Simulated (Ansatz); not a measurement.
# GaSb with a defect (As on an Sb site): a single-point run

The task is a single point on GaSb with a defect (As on an Sb site) that gives the gradients at the nuclei.

The COD entry's cell or inner coordinates are ideal or old and differ from later refinements, so a difference from it is no clean test against experiment.

Method: DFT, PBE, plane-wave PAW, default files, scalar-relativistic, in Ansatz 0.2.0.

### 1 The starting structure

Symmetry: F-43m, No. 216, cubic system. Conventional cell: a = 18.354 Å, b = 18.354 Å, c = 18.354 Å, α = 90.00°, β = 90.00°, γ = 90.00°. Around Ga (site symmetry 3m) lie 1 As at 2.65 Å and 3 Sb at 2.65 Å. Ga (site symmetry 2mm) has 4 Sb at 2.65 Å in its first shell of neighbours. Ga (site symmetry m) has 4 Sb at 2.65 Å in its first shell of neighbours. Ga (site symmetry -43m) is surrounded by 4 Sb at 2.65 Å. Ga (site symmetry 3m) has 4 Sb at 2.65 Å in its first shell of neighbours. As (site symmetry -43m) is surrounded by 4 Ga at 2.65 Å. Around Sb (site symmetry m) lie 4 Ga at 2.65 Å. Sb (site symmetry 3m) is surrounded by 4 Ga at 2.65 Å. Only part of the 10 independent sites is listed.

The input asks for a charge of -6 e on the cell.

Structure file:

```
Ga As Sb
1.0
     0.00000    9.17700    9.17700
     9.17700    0.00000    9.17700
     9.17700    9.17700    0.00000
Ga As Sb
27 1 26
Direct
  0.00000 0.00000 0.00000
  0.00000 0.00000 0.33333
  0.00000 0.00000 0.66667
  0.00000 0.33333 0.00000
  0.00000 0.33333 0.33333
  0.00000 0.33333 0.66667
  0.00000 0.66667 0.00000
  0.00000 0.66667 0.33333
  0.00000 0.66667 0.66667
  0.33333 0.00000 0.00000
  0.33333 0.00000 0.33333
  0.33333 0.00000 0.66667
  0.33333 0.33333 0.00000
  0.33333 0.33333 0.33333
  0.33333 0.33333 0.66667
  0.33333 0.66667 0.00000
  0.33333 0.66667 0.33333
  0.33333 0.66667 0.66667
  0.66667 0.00000 0.00000
  0.66667 0.00000 0.33333
  0.66667 0.00000 0.66667
  0.66667 0.33333 0.00000
  0.66667 0.33333 0.33333
  0.66667 0.33333 0.66667
  0.66667 0.66667 0.00000
  0.66667 0.66667 0.33333
  0.66667 0.66667 0.66667
  0.08333 0.08333 0.08333
  0.08333 0.08333 0.41667
  0.08333 0.08333 0.75000
  0.08333 0.41667 0.08333
  0.08333 0.41667 0.41667
  0.08333 0.41667 0.75000
  0.08333 0.75000 0.08333
  0.08333 0.75000 0.41667
  0.08333 0.75000 0.75000
  0.41667 0.08333 0.08333
  0.41667 0.08333 0.41667
  0.41667 0.08333 0.75000
  0.41667 0.41667 0.08333
  0.41667 0.41667 0.41667
  0.41667 0.41667 0.75000
  0.41667 0.75000 0.08333
  0.41667 0.75000 0.41667
  0.41667 0.75000 0.75000
  0.75000 0.08333 0.08333
  0.75000 0.08333 0.41667
  0.75000 0.08333 0.75000
  0.75000 0.41667 0.08333
  0.75000 0.41667 0.41667
  0.75000 0.41667 0.75000
  0.75000 0.75000 0.08333
  0.75000 0.75000 0.41667
  0.75000 0.75000 0.75000
```

### 2 The calculation

Contents of input.yaml:

```yaml
crystal:
  lattice:
    - [0.0, 9.177, 9.177]
    - [9.177, 0.0, 9.177]
    - [9.177, 9.177, 0.0]
  atoms:
    - { symbol: Ga, position: [0.0, 0.0, 0.0] }
    - { symbol: Ga, position: [0.0, 0.0, 0.3333333333] }
    - { symbol: Ga, position: [0.0, 0.0, 0.6666666667] }
    - { symbol: Ga, position: [0.0, 0.3333333333, 0.0] }
    - { symbol: Ga, position: [0.0, 0.3333333333, 0.3333333333] }
    - { symbol: Ga, position: [0.0, 0.3333333333, 0.6666666667] }
    - { symbol: Ga, position: [0.0, 0.6666666667, 0.0] }
    - { symbol: Ga, position: [0.0, 0.6666666667, 0.3333333333] }
    - { symbol: Ga, position: [0.0, 0.6666666667, 0.6666666667] }
    - { symbol: Ga, position: [0.3333333333, 0.0, 0.0] }
    - { symbol: Ga, position: [0.3333333333, 0.0, 0.3333333333] }
    - { symbol: Ga, position: [0.3333333333, 0.0, 0.6666666667] }
    - { symbol: Ga, position: [0.3333333333, 0.3333333333, 0.0] }
    - { symbol: Ga, position: [0.3333333333, 0.3333333333, 0.3333333333] }
    - { symbol: Ga, position: [0.3333333333, 0.3333333333, 0.6666666667] }
    - { symbol: Ga, position: [0.3333333333, 0.6666666667, 0.0] }
    - { symbol: Ga, position: [0.3333333333, 0.6666666667, 0.3333333333] }
    - { symbol: Ga, position: [0.3333333333, 0.6666666667, 0.6666666667] }
    - { symbol: Ga, position: [0.6666666667, 0.0, 0.0] }
    - { symbol: Ga, position: [0.6666666667, 0.0, 0.3333333333] }
    - { symbol: Ga, position: [0.6666666667, 0.0, 0.6666666667] }
    - { symbol: Ga, position: [0.6666666667, 0.3333333333, 0.0] }
    - { symbol: Ga, position: [0.6666666667, 0.3333333333, 0.3333333333] }
    - { symbol: Ga, position: [0.6666666667, 0.3333333333, 0.6666666667] }
    - { symbol: Ga, position: [0.6666666667, 0.6666666667, 0.0] }
    - { symbol: Ga, position: [0.6666666667, 0.6666666667, 0.3333333333] }
    - { symbol: Ga, position: [0.6666666667, 0.6666666667, 0.6666666667] }
    - { symbol: As, position: [0.0833333333, 0.0833333333, 0.0833333333] }
    - { symbol: Sb, position: [0.0833333333, 0.0833333333, 0.4166666667] }
    - { symbol: Sb, position: [0.0833333333, 0.0833333333, 0.75] }
    - { symbol: Sb, position: [0.0833333333, 0.4166666667, 0.0833333333] }
    - { symbol: Sb, position: [0.0833333333, 0.4166666667, 0.4166666667] }
    - { symbol: Sb, position: [0.0833333333, 0.4166666667, 0.75] }
    - { symbol: Sb, position: [0.0833333333, 0.75, 0.0833333333] }
    - { symbol: Sb, position: [0.0833333333, 0.75, 0.4166666667] }
    - { symbol: Sb, position: [0.0833333333, 0.75, 0.75] }
    - { symbol: Sb, position: [0.4166666667, 0.0833333333, 0.0833333333] }
    - { symbol: Sb, position: [0.4166666667, 0.0833333333, 0.4166666667] }
    - { symbol: Sb, position: [0.4166666667, 0.0833333333, 0.75] }
    - { symbol: Sb, position: [0.4166666667, 0.4166666667, 0.0833333333] }
    - { symbol: Sb, position: [0.4166666667, 0.4166666667, 0.4166666667] }
    - { symbol: Sb, position: [0.4166666667, 0.4166666667, 0.75] }
    - { symbol: Sb, position: [0.4166666667, 0.75, 0.0833333333] }
    - { symbol: Sb, position: [0.4166666667, 0.75, 0.4166666667] }
    - { symbol: Sb, position: [0.4166666667, 0.75, 0.75] }
    - { symbol: Sb, position: [0.75, 0.0833333333, 0.0833333333] }
    - { symbol: Sb, position: [0.75, 0.0833333333, 0.4166666667] }
    - { symbol: Sb, position: [0.75, 0.0833333333, 0.75] }
    - { symbol: Sb, position: [0.75, 0.4166666667, 0.0833333333] }
    - { symbol: Sb, position: [0.75, 0.4166666667, 0.4166666667] }
    - { symbol: Sb, position: [0.75, 0.4166666667, 0.75] }
    - { symbol: Sb, position: [0.75, 0.75, 0.0833333333] }
    - { symbol: Sb, position: [0.75, 0.75, 0.4166666667] }
    - { symbol: Sb, position: [0.75, 0.75, 0.75] }
kpoints:
  mp_grid: { grid: [2, 2, 2] }
scf:
  occupations: { method: fermi_dirac, width: 0.01 }
  max_iter: 100
hamiltonian:
  xc: pbe
  pseudopotentials: { kind: paw }
output:
  forces: true
  stress: true
  populations: true
  efg:
    quadrupole_moments_barn: { Ga: 0.107, As: 0.311, Sb: -0.543 }
    contact_densities: true
total_charge: -6
```

Run with:

```
$ ansatz run input.yaml --threads 4 --pin off --max-ram 10240MiB --backend cpu --events-out ev --progress --plain --runs-dir out
```

What happens when this is run?

This run ends as converged, with warnings (gradients without spin orbit, slots ram shed). Convergence says nothing about whether the input makes sense.

Look at the input: total_charge is -6. With this charge the calculation describes a differently charged system.

The test: delete total_charge (the default then holds).
